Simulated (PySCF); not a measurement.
**RbCa: from the state search to spectroscopic constants**

An exercise on one series of results from a longer session: the logs are not shown, and one member is left open.

The runs use PySCF 2.14.0; Rb def2-SVP with ECP28, Ca def2-SVP, scalar-relativistic core potentials.

The first run:

The job is set up so:

* atoms: Rb, Ca
* charge: 0
* basis: Rb def2-SVP with ECP28, Ca def2-SVP
* Hamiltonian: scalar-relativistic core potentials
* basis functions: 48
* electrons treated: 29
* masses in u: 84.9118, 39.9626
* levels: PBE0, PBE, r²SCAN, MN15, BHandHLYP, revPBE, HSE06, HF, MP2, SCS-MP2, CCSD, CCSD(T)
* grid: 80 radial by 434 angular points
* occupations: held fixed by the projection of orbital angular momentum
* dissociation limit: Rb + Ca, each in its ground configuration
* starting distance in angstrom: 3.650
* values of 2S to try: 1, 3

Launch:

```sh
$ OMP_NUM_THREADS=1 python dia.py task.json out
```

Steps of the session up to this table: The job; The PBE0 curve of the state that the search chose; Higher solutions at PBE0; PBE (GGA); r²SCAN (meta-GGA); MN15 (hybrid meta-GGA); BHandHLYP; revPBE; HSE06 (range-separated hybrid); ROHF (mean field); Correlated methods on the Hartree–Fock reference.

One of the session's tables, all rows but one given; the rest of the session is left out.

| level | Re (Å) | ωe (cm⁻¹) | De (eV) |
| --- | --- | --- | --- |
| ROHF-MP2 | 4.792 | 35.8 | 0.090 |
| ROHF-SCS-MP2 | 4.877 | 32.9 | 0.074 |
| ROHF-CCSD | 4.689 | 40.3 | 0.102 |
| ROHF-CCSD(T) | 4.620 | 43.9 | 0.120 |
| PBE | 4.400 | 62.4 | 0.244 |
| revPBE | 4.478 | 59.5 | 0.215 |
| r²SCAN | 4.467 | 61.5 | 0.250 |
| PBE0 | 4.441 | 60.5 | 0.211 |
| HSE06 | 4.444 | 59.8 | 0.213 |
| MN15 | ? | ? | ? |
| BHandHLYP | 4.628 | 45.8 | 0.083 |

**Question.** Estimate the row for MN15.

**Answer.** Re (Å): 4.583; ωe (cm⁻¹): 43.6; De (eV): 0.181. In the column «Re (Å)» it lies between revPBE (4.478) and ROHF-CCSD(T) (4.620).

De is counted to Rb + Ca in their ground configurations. No constants: ROHF (no minimum is bracketed among the points kept).

To keep in mind: The bond is weak, and basis-set superposition, which was not computed, may be a sizeable part of it.
